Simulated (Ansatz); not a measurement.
# LiH3O2: the cost of one run

Method: DFT, PBE, plane-wave PAW, default files, scalar-relativistic, as far as a step names no other, in Ansatz 0.2.0.

## 1. Starting point

The structure is monoclinic, space group C2/m (No. 12). The conventional cell has a = 7.415 Å, b = 8.305 Å, c = 3.195 Å, α = 90.00°, β = 110.11°, γ = 90.00°. Around Li (site symmetry 2) lie 4 O at 1.97 to 1.98 Å. H (site symmetry m) has 1 O at 0.95 Å as nearest neighbours. H (site symmetry 1) is surrounded by 1 O at 1.00 Å. Around O (site symmetry m) lie 1 H at 0.95 Å. Around O (site symmetry 2) lie 2 H at 1.00 Å.

Structure file:

```cif
data_structure
_symmetry_space_group_name_H-M 'C2/m'
_symmetry_Int_Tables_number 12
_cell_length_a 7.4153
_cell_length_b 8.3054
_cell_length_c 3.1950
_cell_angle_alpha 90.000
_cell_angle_beta 110.107
_cell_angle_gamma 90.000
_cell_volume 184.78
loop_
_atom_site_label
_atom_site_type_symbol
_atom_site_symmetry_multiplicity
_atom_site_Wyckoff_symbol
_atom_site_fract_x
_atom_site_fract_y
_atom_site_fract_z
_atom_site_occupancy
Li1 Li 4 h 0.50000 0.84790 0.50000 1
H1 H 4 i 0.26530 0.00000 0.67370 1
H2 H 8 j 0.61126 0.63264 0.13890 1
O1 O 4 i 0.28600 0.00000 0.39590 1
O2 O 4 g 0.50000 0.70668 0.00000 1
```

## 2. First run, atoms as given

File input.yaml:

```yaml
crystal:
  lattice:
    - [3.70765, -4.1527, 0.0]
    - [3.70765, 4.1527, 0.0]
    - [-1.09836, 0.0, 3.00027]
  atoms:
    - { symbol: Li, position: [0.6521, 0.3479, 0.5] }
    - { symbol: Li, position: [0.3479, 0.6521, 0.5] }
    - { symbol: H, position: [0.2653, 0.2653, 0.6737] }
    - { symbol: H, position: [0.7347, 0.7347, 0.3263] }
    - { symbol: H, position: [0.97862, 0.2439, 0.1389] }
    - { symbol: H, position: [0.7561, 0.02138, 0.8611] }
    - { symbol: H, position: [0.02138, 0.7561, 0.8611] }
    - { symbol: H, position: [0.2439, 0.97862, 0.1389] }
    - { symbol: O, position: [0.286, 0.286, 0.3959] }
    - { symbol: O, position: [0.714, 0.714, 0.6041] }
    - { symbol: O, position: [0.79332, 0.20668, 0.0] }
    - { symbol: O, position: [0.20668, 0.79332, 0.0] }
kpoints:
  mp_grid: { grid: [4, 4, 7] }
scf:
  occupations: { method: fermi_dirac, width: 0.02 }
hamiltonian:
  xc: pbe
  pseudopotentials: { kind: paw }
output:
  forces: true
  stress: true
  populations: true
  efg:
    quadrupole_moments_barn: { Li: -0.0401, H: 0.00285783, O: -0.02558 }
    contact_densities: true
```

Launch:

```
$ ansatz run input.yaml --threads 1 --pin off --max-ram 2560MiB --backend cpu --events-out ev --progress --plain --runs-dir out
```

What time and memory should one allow on 1 thread of Arm Neoverse V2, shared host?

About 7.2 s, with a peak of 0.39 GiB.
